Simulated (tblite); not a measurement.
# C7H14OSi: the cost of one run

Computed with tblite 0.8.0 and PySCF 2.14.0, with density-fitted response routines of our own, on a single molecule in the gas phase. Atoms are numbered from 0 throughout.

### Step 1. The molecule as given

23 atoms, charge 0, multiplicity 1; geometry from: force field or distance geometry start.

Bonds of the start (Å): C0–C1 1.33, C1–C2 1.51, C1–C3 1.50, C3–C4 1.59, C4–Si5 1.90, Si5–C6 1.93, C6–O7 1.46, O7–C8 1.41, C6–C3 1.59, C0–H9 1.09, C0–H10 1.09, C2–H11 1.08, C2–H12 1.10, C2–H13 1.10, C3–H14 1.10, C4–H15 1.10, C4–H16 1.09, Si5–H17 1.48, Si5–H18 1.49, C6–H19 1.09, C8–H20 1.09, C8–H21 1.10, C8–H22 1.09.

### Step 2. Geometry optimisation with GFN2-xTB

Job settings and geometry (Å):

```
{"job": {"kind": "relax", "xc": "GFN2-xTB", "basis": "xTB"}, "charge": 0, "multiplicity": 1}
C     -1.435200     2.005600    -0.017100
C     -1.161600     0.748800     0.326700
C     -1.276800     0.262600     1.755700
C     -0.677700    -0.190500    -0.743100
C     -0.858300    -1.737800    -0.444000
Si     0.608600    -2.053400    -1.611300
C      0.899700    -0.265900    -0.929900
O      1.743100    -0.250800     0.260400
C      2.333400     0.990000     0.588100
H     -1.793800     2.732300     0.719300
H     -1.346300     2.356500    -1.040800
H     -0.344700    -0.157100     2.111100
H     -2.068600    -0.499200     1.838600
H     -1.555000     1.078700     2.430700
H     -1.184300     0.082200    -1.679300
H     -0.643500    -2.076800     0.576800
H     -1.806900    -2.157100    -0.780200
H      0.234300    -2.086000    -3.047700
H      1.564700    -3.098500    -1.148100
H      1.292400     0.392100    -1.704100
H      2.882800     0.882700     1.524000
H      1.562000     1.762700     0.728400
H      3.026800     1.305800    -0.190300
```

Run with:

```bash
> OMP_NUM_THREADS=1 python probes_run.py task.json out
```

This one command runs all jobs of the session in turn.

**Question.** How long does this first job take on 1 thread of Intel Xeon at 2.50GHz, shared host?

About 6.8 s.
